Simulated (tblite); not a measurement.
# C5H10BClS: the cost of one run

Computed with tblite 0.8.0 and PySCF 2.14.0, with density-fitted response routines of our own, on a single molecule in the gas phase. Atoms are numbered from 0 throughout.

### 1 Starting geometry

18 atoms, charge 0, multiplicity 1; geometry from: force field or distance geometry start.

Bonds of the start (Å): C0–S1 1.84, S1–C2 1.84, C2–C3 1.53, C2–C4 1.54, C4–C5 1.52, C5–B6 1.60, B6–Cl7 1.85, C5–C2 1.53, C0–H8 1.11, C0–H9 1.10, C0–H10 1.11, C3–H11 1.12, C3–H12 1.09, C3–H13 1.12, C4–H14 1.12, C4–H15 1.11, C5–H16 1.12, B6–H17 1.18.

### 2 Optimising the geometry with GFN2-xTB

Job settings and geometry (Å):

```
{"job": {"kind": "relax", "xc": "GFN2-xTB", "basis": "xTB"}, "charge": 0, "multiplicity": 1}
C      1.686600    -0.618200    -1.614400
S     -0.055100    -0.099400    -1.883900
C     -0.284200     0.554500    -0.174900
C      0.459100     1.840000     0.204500
C     -1.749300     0.514500     0.283000
C     -0.718200    -0.383900     0.951300
B     -0.901700    -1.937500     0.634500
Cl     0.311100    -3.155000     1.313300
H      1.780600    -1.209500    -0.678700
H      2.329500     0.276500    -1.558700
H      1.997200    -1.245200    -2.470700
H      0.126600     2.221400     1.201100
H      0.283600     2.616100    -0.545300
H      1.550500     1.619500     0.273500
H     -2.086900     1.377600     0.906100
H     -2.450700     0.021500    -0.420200
H     -0.479800    -0.058200     1.994700
H     -1.807700    -2.328300    -0.020100
```

Run with:

```sh
$ OMP_NUM_THREADS=1 python probes_run.py task.json out
```

The driver reads the jobs from task.json and runs them one after another.

**Question.** How long does this first job take on 1 thread of Arm Neoverse N1, shared host, and how much memory does it need?

About 1.4 s, with a peak of 0.18 GiB.
